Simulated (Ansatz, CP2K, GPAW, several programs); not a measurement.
## KTaO3 (cubic perovskite): methods side by side

KTaO3 built on the cubic perovskite prototype, relaxed with r2SCAN in Ansatz, was computed with several methods. Space group Pm-3m (No. 221), cubic; a = 3.990 Å in the conventional setting, 12.71 Å³ an atom. K has 12 O at 2.82 Å; Ta has 6 O at 2.00 Å; O has 2 Ta at 2.00 Å and 4 K at 2.82 Å. (Simulation; spin polarisation is off.)

Space group Pm-3m (No. 221). a = 3.990 Å, b = 3.990 Å, c = 3.990 Å, α = 90.00°, β = 90.00°, γ = 90.00°
```csv
atom,site,symmetry,x,y,z
K,1a,m-3m,0.0000,0.0000,0.0000
Ta,1b,m-3m,0.5000,0.5000,0.5000
O,3c,4/mm.m,0.5000,0.5000,0.0000
```

Gaps and times are for a single point on this cell; volume and bulk modulus come from each method's own relaxation or energy curve at fixed shape. Times are rough, from shared hosts (Intel Xeon Platinum 8259CL CPU @ 2.50GHz), and each method has its own mesh and cell size. Gaps from k meshes are read at a limited set of points (mesh, symmetry points, PBE's band edges), so each method's own least gap may be somewhat smaller. Minimal bases can be far off for gaps. GLLB-SC's gap includes the derivative discontinuity. d marks a direct gap, i an indirect one (no mark: not told apart), a dash a value that wasn't computed or didn't pass its checks.

```tsv
method	kind	gap (eV)	own volume (Å³/atom)	bulk modulus (GPa)	atoms computed	processor time
light PBE (260 eV and a coarse mesh)	light plane-wave	1.86 i	–	–	5	1 s
PBE	semilocal	2.22 i	13.04	188	5	2.8 s
r2SCAN	semilocal	2.63 i	12.71	209	5	6.1 s
GLLB-SC (GPAW)	model potential	4.26	–	–	5	16 s
PBE/SZV (CP2K)	small basis	1.14 i	13.32	182	5	19 s
PBE/DZVP (CP2K)	small basis	2.11 i	12.83	191	5	65 s
```

Against r2SCAN (2.63 eV) and with closed or daggered gaps left aside, the nearest gap at the points sampled is that of PBE (-0.41 eV) and the farthest that of GLLB-SC (GPAW) (+1.63 eV). r2SCAN is only a yardstick of convenience: semilocal gaps usually lie below measured ones, which GLLB-SC and hybrids aim to mend.

Volumes against r2SCAN's: PBE +2.6 %, PBE/SZV (CP2K) +4.8 %, PBE/DZVP (CP2K) +1.0 %.

Spin-orbit coupling is left out, which matters wherever the heavy atoms make up the band edges.
